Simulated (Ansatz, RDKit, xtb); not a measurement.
# C5H4ClN3: which of the isomers drawn lies lowest?

Which of a sample of isomers of C5H4ClN3 is the most stable in the gas at 298.15 K, and what are its properties? The sample is small against all isomers, and the most stable one of this formula need not be in it.

The funnel: GFN2-xTB relaxations, single points with a density functional, relaxations at B3LYP/def2-SVP, harmonic vibrations (at GFN2-xTB), and a last energy at a higher level. All values are calculated.

### Step 1. Candidates

Isomers were taken from a list of plausible structures; this is a sample, not all of them. That gives 7 candidates.

```tsv
label	SMILES	spin
c052	C=Cc1ncc(Cl)nn1	singlet
c119	C=Cc1cnnc(Cl)n1	singlet
c134	C=Nc1cc(Cl)cnn1	singlet
c378	Cn1cnc(C#N)c1Cl	singlet
c464	Cn1ncc(Cl)c1C#N	singlet
c735	C#Cc1nc(Cl)n(C)n1	singlet
c796	N=Cc1cncc(Cl)n1	singlet
```

Candidates are built by distance geometry, with a force field where one applies, in up to four conformers (letters a to d).

Q: Predict the outcome of this search (final energies at CCSD(T)/def2-SVP + MP2/def2-TZVPP - MP2/def2-SVP).

| quantity | value |
| --- | --- |
| lowest structure found | Cn1cnc(C#N)c1Cl, singlet |
| next finalist | N=Cc1cncc(Cl)n1, singlet, 4.6 kcal/mol higher in G |
| share at equilibrium, among the finalists | 100.0 % |

The search ends on `Cn1cnc(C#N)c1Cl`. Among the finalists first place is clear (4.6 kcal/mol); structures outside the list aren't covered. GFN2-xTB, HF/STO-3G, r2SCAN-D4/def2-SVP, B3LYP/def2-SVP, HF/def2-SVP and MP2/def2-SVP already put its bonding pattern lowest among the structures in one piece. The search is not exhaustive (a finite list of starts, one conformer a finalist), so a lower isomer can't be ruled out. Only 7 drawn patterns were tried, so whole families of isomers are missing, and the result ranks this sample alone. The lowest isomer need not be the one that is made and kept in a bottle, which depends on barriers.
